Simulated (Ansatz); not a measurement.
# H13PSi4: the cost of one run

All numbers below are computed with Ansatz 0.2.0 (RKS B3LYP/6-31G*).

### 1 Starting point

Bond lengths (14 of 16 bonds, heavy atoms first): Si1–Si3 2.220 Å, Si1–Si7 2.218 Å, Si1–Si11 2.218 Å, Si1–P15 2.480 Å, Si11–P15 2.513 Å, Si3–H4 1.460 Å, Si3–H5 1.460 Å, Si3–H6 1.460 Å, Si7–H8 1.460 Å, Si7–H9 1.460 Å, Si7–H10 1.460 Å, Si11–H12 1.460 Å, Si11–H13 1.460 Å, Si11–H14 1.460 Å. Angles (14 of 34 angles, heavy atoms first): Si3–Si1–Si7 109.5°, Si3–Si1–Si11 109.5°, Si3–Si1–P15 75.8°, Si7–Si1–Si11 109.5°, Si7–Si1–P15 173.4°, Si11–Si1–P15 64.4°, Si1–Si11–P15 62.9°, Si1–P15–Si11 52.8°, Si1–Si3–H4 109.5°, Si1–Si3–H5 109.5°, Si1–Si3–H6 109.5°, Si1–Si7–H8 109.5°, Si1–Si7–H9 109.5°, Si1–Si7–H10 109.5°.

Its coordinates follow in the input file.

### 2 A restrained relaxation towards end A

Springs on the bonds that form and break draw the guess towards this end; the thresholds are loose.

input.yaml

```yaml
crystal:
  periodic: [false, false, false]
  atoms:
    - { symbol: Si, position_ang: [0.0, 0.0, 0.0] }
    - { symbol: H, position_ang: [0.0, 0.0, 1.81] }
    - { symbol: Si, position_ang: [2.0935, 0.0, -0.7393] }
    - { symbol: H, position_ang: [2.5508, -1.3762, -0.9079] }
    - { symbol: H, position_ang: [2.1573, 0.6939, -2.0222] }
    - { symbol: H, position_ang: [2.951, 0.6823, 0.2255] }
    - { symbol: Si, position_ang: [-1.0456, 1.8115, -0.7393] }
    - { symbol: H, position_ang: [-2.4302, 1.478, -1.0607] }
    - { symbol: H, position_ang: [-1.0215, 2.8436, 0.2931] }
    - { symbol: H, position_ang: [-0.3743, 2.3069, -1.9374] }
    - { symbol: Si, position_ang: [-1.0456, -1.8115, -0.7393] }
    - { symbol: H, position_ang: [-1.7029, -2.4846, 0.3772] }
    - { symbol: H, position_ang: [-2.0454, -1.4265, -1.7311] }
    - { symbol: H, position_ang: [-0.0777, -2.7173, -1.3511] }
    - { symbol: P, position_ang: [0.9228, -2.165, 0.782] }
    - { symbol: H, position_ang: [0.0303, -3.2136, 0.4353] }
    - { symbol: H, position_ang: [2.1821, -2.3934, 0.1669] }
    - { symbol: H, position_ang: [0.3721, -0.8731, 1.8858] }
basis:
  gaussian: { orbitals: "6-31G*" }
hamiltonian:
  xc: b3lyp
relax:
  f_tol: 0.15
  max_steps: 25
  restrain:
    - { distance: [0, 14], at: 3.38, k: 30.0 }
    - { distance: [17, 1], at: 1.86, k: 30.0 }
    - { distance: [0, 1], at: 1.46, k: 30.0 }
    - { distance: [17, 14], at: 1.42, k: 30.0 }
```

Started as:

```bash
$ ansatz run input.yaml --threads 4 --pin off --max-ram 5120MiB --backend cpu --events-out ev --progress --plain --runs-dir out
```

Q: Estimate wall time and peak memory on 4 threads of Arm Neoverse V1, shared host.

About 51 s, with a peak of 0.35 GiB.
